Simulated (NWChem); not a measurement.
**the pair GeH4S···CH4: a chain of runs**

Aim: the energy (singlet CH8GeS, PBE-D2/def2-SVP), then the energy (singlet GeH4S, PBE-D2/def2-SVP), then a single-point energy (singlet CH4, PBE-D2/def2-SVP), then the energy (singlet GeH4S, PBE-D2/def2-SVP), then the energy (singlet CH4, PBE-D2/def2-SVP) of CH8GeS and its partners. 

The calculation is run with NWChem 7.3.0.

## (1) The molecule

CH8GeS has 11 atoms, charge 0, and is taken as a singlet. The two molecules were placed rigidly side by side, at 1.1 times their contact distance; the pair isn't optimised.

Bond lengths: S1–Ge2 2.224 Å, S1–H3 1.343 Å, Ge2–H4 1.536 Å, Ge2–H5 1.536 Å, Ge2–H6 1.533 Å, C7–H8 1.090 Å, C7–H9 1.090 Å, C7–H10 1.090 Å, C7–H11 1.090 Å. Some angles: S1–Ge2–H4 110.4°, S1–Ge2–H5 110.4°, S1–Ge2–H6 104.8°, Ge2–S1–H3 94.6°, H4–Ge2–H5 109.8°, H4–Ge2–H6 110.6°, H5–Ge2–H6 110.6°, H8–C7–H9 109.5°, H8–C7–H10 109.5°, H8–C7–H11 109.5°.

## (2) The energy at PBE-D2/def2-SVP (run 1)

File ch8ges.nw:

```
start ch8ges
title "CH8GeS PBE"
memory total 2200 mb
geometry units angstroms noautosym nocenter noautoz
S     0.836350   -1.106750    1.019900
Ge   -0.187050    0.512150   -0.110900
H     0.567450   -2.058550    0.111500
H    -1.674650    0.176950   -0.298200
H     0.478550    0.713050   -1.481000
H    -0.020650    1.763150    0.758700
C    -0.768710    1.339560   -4.386000
H    -1.840240    1.487430   -4.254400
H    -0.225250    2.004750   -3.715580
H    -0.495470    1.560800   -5.417400
H    -0.514040    0.305230   -4.156700
end
basis "ao basis" spherical bse
* library def2-SVP
end
dft
xc xpbe96 cpbe96
disp vdw 2
grid fine
convergence energy 1e-08
maxiter 100
mulliken
print low
end
task dft energy
```

Started as:

```console
$ nwchem ch8ges.nw > ch8ges.out
```

Log:

```text
[...]
 d= 0,ls=0.0,diis     1  -2517.0934991066 -2.76D+03  9.56D-03  3.98D-01     2.2
[...]
 d= 0,ls=0.0,diis    10  -2517.1399848668 -1.44D-09  2.19D-07  3.08D-10    16.7
         Total DFT energy =    -2517.139984866771
      One electron energy =    -3992.568981313237
           Coulomb energy =     1340.610339643033
    Exchange-Corr. energy =     -112.495839710379
 Nuclear repulsion energy =      247.318121139890
    Dispersion correction =       -0.003624626077
[...]
      Total Density - Mulliken Population Analysis
     ---------------------------------------------
    Atom       Charge   Shell Charges
 -----------   ------   -------------------------------------------------------
    1 S   16    16.20   2.00  1.98  1.26  0.61  5.92  1.82  2.56  0.04
    2 Ge  32    31.78   2.00  2.00  1.99  1.22  0.14  6.00  5.98  1.43  0.90  8.07  1.82  0.24
    3 H    1     0.92   0.71  0.17  0.03
    4 H    1     1.04   0.71  0.32  0.01
    5 H    1     1.04   0.71  0.32  0.01
    6 H    1     1.03   0.71  0.31  0.01
    7 C    6     6.16   1.98  0.88  0.20  2.14  0.94  0.02
    8 H    1     0.96   0.73  0.20  0.02
    9 H    1     0.96   0.73  0.20  0.02
   10 H    1     0.96   0.73  0.20  0.02
[...]
```

It took 17 s on 1 thread of AMD EPYC 9R14 (Zen 4), shared host; peak memory 0.12 GiB.

## (3) GeH4S: the energy at PBE-D2/def2-SVP (run 2)

File struct.nw:

```
start struct
title "GeH4S"
memory total 2200 mb

geometry units angstrom noautosym nocenter noautoz
  S      0.836350    -1.106750     1.019900
  Ge    -0.187050     0.512150    -0.110900
  H      0.567450    -2.058550     0.111500
  H     -1.674650     0.176950    -0.298200
  H      0.478550     0.713050    -1.481000
  H     -0.020650     1.763150     0.758700
end

basis "ao basis" spherical bse
  * library def2-SVP
end

dft
  xc xpbe96 cpbe96
  disp vdw 2
  grid fine
  convergence energy 1e-08
  maxiter 100
  mulliken
  noprint "final vectors analysis"
end

task dft energy
```

Started as:

```console
$ nwchem struct.nw > struct.out
```

Log:

```text
[...]
          Wavefunction type:  closed shell.
          No. of atoms     :     6
          No. of electrons :    52
[...]
          Charge           :     0
          Spin multiplicity:     1
[...]
          AO basis - number of functions:    70
[...]
              XC Information
              --------------
          PerdewBurkeErnzerhof Exchange Functional  1.000
            Perdew 1991 LDA Correlation Functional  1.000 local
           PerdewBurkeErnz. Correlation Functional  1.000 non-local
[...]
 d= 0,ls=0.0,diis     1  -2476.6854925402 -2.65D+03  1.37D-02  3.13D-01     1.2
[...]
 d= 0,ls=0.0,diis    10  -2476.7235484141 -1.46D-09  3.49D-07  4.65D-10     8.0
         Total DFT energy =    -2476.723548414116
      One electron energy =    -3798.759907590892
           Coulomb energy =     1250.849986753337
    Exchange-Corr. energy =     -105.675479600183
 Nuclear repulsion energy =      176.863789132550
    Dispersion correction =       -0.001937108928
[...]
      Total Density - Mulliken Population Analysis
     ---------------------------------------------
    Atom       Charge   Shell Charges
 -----------   ------   -------------------------------------------------------
    1 S   16    16.20   2.00  1.98  1.26  0.61  5.92  1.82  2.56  0.04
    2 Ge  32    31.77   2.00  2.00  1.99  1.22  0.14  6.00  5.98  1.42  0.90  8.07  1.82  0.23
    3 H    1     0.91   0.71  0.17  0.03
    4 H    1     1.04   0.71  0.32  0.01
    5 H    1     1.04   0.71  0.32  0.01
    6 H    1     1.03   0.71  0.31  0.01
[...]
```

Run time: 8.7 s. Hardware: 1 thread of AMD EPYC 9R14 (Zen 4), shared host; peak memory 0.12 GiB.

## (4) CH4: the energy at PBE-D2/def2-SVP (run 3)

File geom.nw:

```
start geom
title "CH4 energy"
memory stack 880 mb heap 220 mb global 1100 mb
geometry units bohr noautosym nocenter noautoz
  C  -1.45265137  2.53140153 -8.28833878
  H  -3.47754960  2.81083533 -8.03965082
  H  -0.42566081  3.78842845 -7.02142859
  H  -0.93630260  2.94948454 -10.23740231
  H  -0.97139482  0.57680111 -7.85502458
end
basis spherical bse
  * library def2-SVP
end
dft
  xc xpbe96 cpbe96
  disp vdw 2
  grid fine
  convergence energy 1e-08
  maxiter 100
  mulliken
  noprint "final vectors analysis"
end
task dft energy
```

Started as:

```console
$ nwchem geom.nw > geom.out
```

Log:

```text
[...]
          Wavefunction type:  closed shell.
          No. of atoms     :     5
          No. of electrons :    10
[...]
          Charge           :     0
          Spin multiplicity:     1
[...]
          AO basis - number of functions:    34
[...]
              XC Information
              --------------
          PerdewBurkeErnzerhof Exchange Functional  1.000
            Perdew 1991 LDA Correlation Functional  1.000 local
           PerdewBurkeErnz. Correlation Functional  1.000 non-local
[...]
 d= 0,ls=0.0,diis     1    -40.4068738438 -5.38D+01  8.07D-03  8.27D-02     0.2
[...]
 d= 0,ls=0.0,diis     6    -40.4151802696 -5.88D-10  8.57D-08  2.10D-11     0.9
         Total DFT energy =      -40.415180269564
      One electron energy =      -79.784899957245
           Coulomb energy =       32.749863164010
    Exchange-Corr. energy =       -6.819149889396
 Nuclear repulsion energy =       13.439749089033
    Dispersion correction =       -0.000742675967
[...]
      Total Density - Mulliken Population Analysis
     ---------------------------------------------
    Atom       Charge   Shell Charges
 -----------   ------   -------------------------------------------------------
    1 C    6     6.16   1.98  0.88  0.20  2.14  0.94  0.02
    2 H    1     0.96   0.73  0.20  0.02
    3 H    1     0.96   0.73  0.20  0.02
    4 H    1     0.96   0.73  0.20  0.02
    5 H    1     0.96   0.73  0.20  0.02
[...]
```

Run time: 1.5 s. Hardware: 1 thread of AMD EPYC 9R14 (Zen 4), shared host; peak memory 0.11 GiB.

## (5) GeH4S among ghost functions: a single-point energy at PBE-D2/def2-SVP (with ghost functions) (run 4)

File m1.nw:

```
start m1
title "GeH4S PBE"
memory total 2200 mb

geometry units angstroms noautosym nocenter noautoz
  S      0.836350    -1.106750     1.019900
  Ge    -0.187050     0.512150    -0.110900
  H      0.567450    -2.058550     0.111500
  H     -1.674650     0.176950    -0.298200
  H      0.478550     0.713050    -1.481000
  H     -0.020650     1.763150     0.758700
  bqC     -0.768710     1.339560    -4.386000
  bqH     -1.840240     1.487430    -4.254400
  bqH     -0.225250     2.004750    -3.715580
  bqH     -0.495470     1.560800    -5.417400
  bqH     -0.514040     0.305230    -4.156700
end

basis spherical bse
  S library def2-SVP
  Ge library def2-SVP
  H library def2-SVP
  bqC library C def2-SVP
  bqH library H def2-SVP
end

dft
  xc xpbe96 cpbe96
  disp vdw 2
  grid fine
  convergence energy 1e-08
  maxiter 100
  mulliken
  print low
end

task dft energy
```

Started as:

```console
$ nwchem m1.nw > m1.out
```

Log:

```text
[...]
 d= 0,ls=0.0,diis     1  -2476.6855943706 -2.65D+03  9.19D-03  3.14D-01     2.1
[...]
 d= 0,ls=0.0,diis    10  -2476.7236662315 -1.51D-09  2.35D-07  4.67D-10    16.3
         Total DFT energy =    -2476.723666231543
      One electron energy =    -3798.750405912916
           Coulomb energy =     1250.839901053476
    Exchange-Corr. energy =     -105.675013395724
 Nuclear repulsion energy =      176.863789132550
    Dispersion correction =       -0.001937108928
[...]
      Total Density - Mulliken Population Analysis
     ---------------------------------------------
    Atom       Charge   Shell Charges
 -----------   ------   -------------------------------------------------------
    1 S   16    16.20   2.00  1.98  1.26  0.61  5.92  1.82  2.56  0.04
    2 Ge  32    31.78   2.00  2.00  1.99  1.22  0.14  6.00  5.98  1.43  0.90  8.07  1.82  0.24
    3 H    1     0.91   0.71  0.17  0.03
    4 H    1     1.04   0.71  0.32  0.01
    5 H    1     1.03   0.71  0.31  0.01
    6 H    1     1.03   0.71  0.31  0.01
    7 X    0    -0.00  -0.00  0.00 -0.00 -0.00 -0.00 -0.00
    8 X    0     0.00   0.00  0.00  0.00
    9 X    0     0.00  -0.00  0.00 -0.00
   10 X    0     0.00   0.00  0.00 -0.00
[...]
```

Wall time 17 s (1 thread of AMD EPYC 9R14 (Zen 4), shared host); peak memory 0.12 GiB.

## (6) CH4 among ghost functions: the energy at PBE-D2/def2-SVP (with ghost functions) (run 5)

File job.nw:

```
START job
TITLE "CH4"
memory total 2200 mb

GEOMETRY units au noautosym nocenter noautoz
   C     -1.45265137     2.53140153    -8.28833878
   H     -3.47754960     2.81083533    -8.03965082
   H     -0.42566081     3.78842845    -7.02142859
   H     -0.93630260     2.94948454   -10.23740231
   H     -0.97139482     0.57680111    -7.85502458
   bqS      1.580472    -2.091454     1.927332
   bqGe    -0.353473     0.967823    -0.209571
   bqH      1.072325    -3.890096     0.210704
   bqH     -3.164630     0.334387    -0.563516
   bqH      0.904328     1.347469    -2.798684
   bqH     -0.039023     3.331871     1.433735
END

BASIS spherical bse
   C library def2-SVP
   H library def2-SVP
   bqS library S def2-SVP
   bqGe library Ge def2-SVP
   bqH library H def2-SVP
END

DFT
   xc xpbe96 cpbe96
   disp vdw 2
   grid fine
   convergence energy 1e-08
   iterations 100
   mulliken
   print low
END

TASK dft
```

Started as:

```console
$ nwchem job.nw > job.out
```

Log:

```text
[...]
 d= 0,ls=0.0,diis     1    -40.4070325095 -5.38D+01  2.64D-03  8.30D-02     1.4
[...]
 d= 0,ls=0.0,diis     6    -40.4153425119 -6.28D-10  8.65D-08  1.14D-10     7.7
         Total DFT energy =      -40.415342511919
      One electron energy =      -79.782405992434
           Coulomb energy =       32.746696006611
    Exchange-Corr. energy =       -6.818638939163
 Nuclear repulsion energy =       13.439749089033
    Dispersion correction =       -0.000742675967
[...]
      Total Density - Mulliken Population Analysis
     ---------------------------------------------
    Atom       Charge   Shell Charges
 -----------   ------   -------------------------------------------------------
    1 C    6     6.17   1.98  0.88  0.20  2.14  0.94  0.02
    2 H    1     0.96   0.73  0.20  0.02
    3 H    1     0.95   0.73  0.20  0.02
    4 H    1     0.96   0.73  0.20  0.02
    5 H    1     0.96   0.73  0.20  0.02
    6 X    0     0.00   0.00 -0.00 -0.00  0.00 -0.00 -0.00  0.00 -0.00
    7 X    0     0.00   0.00  0.00  0.00 -0.00  0.00 -0.00  0.00 -0.00  0.00 -0.00  0.00 -0.00
    8 X    0     0.00   0.00  0.00 -0.00
    9 X    0    -0.00  -0.00 -0.00 -0.00
   10 X    0     0.00  -0.00  0.00 -0.00
[...]
```

Run time: 8.4 s. Hardware: 1 thread of AMD EPYC 9R14 (Zen 4), shared host; peak memory 0.12 GiB.

## (7) Outcome

| quantity | value |
| --- | --- |
| run 1, PBE-D2/def2-SVP: total energy | -2517.13998 Eh |
| run 1, PBE-D2/def2-SVP: dispersion energy | -9.52 kJ/mol |
| GeH4S: total energy | -2476.72355 Eh |
| GeH4S: dipole moment | 1.27 D |
| GeH4S: dispersion energy | -5.09 kJ/mol |
| CH4: total energy | -40.41518 Eh |
| CH4: dipole moment | 0.00 D |
| CH4: dispersion energy | -1.95 kJ/mol |
| GeH4S among ghost functions: total energy | -2476.72367 Eh |
| GeH4S among ghost functions: dispersion energy | -5.09 kJ/mol |
| CH4 among ghost functions: total energy | -40.41534 Eh |
| CH4 among ghost functions: dispersion energy | -1.95 kJ/mol |
| interaction energy of the rigid parts GeH4S and CH4 (parts in their own basis; closest atoms 2.68 Å apart) | -0.034 eV |
| interaction energy of the rigid parts GeH4S and CH4 (parts in the whole basis, counterpoise; closest atoms 2.68 Å apart) | -0.027 eV |

**Reading.** The interaction energy of the rigid parts GeH4S and CH4 (parts in their own basis; closest atoms 2.68 Å apart) is −0.03 eV (−0.8 kcal/mol): the parts attract. Without counterpoise this holds the superposition error of the basis. The interaction energy of the rigid parts GeH4S and CH4 (parts in the whole basis, counterpoise; closest atoms 2.68 Å apart) is −0.03 eV (−0.6 kcal/mol): the parts attract. The basis-set superposition error is 0.7 kJ/mol. Mulliken charges (CH4) run from -0.16 on C1 to +0.04 on H2; they depend strongly on the basis.
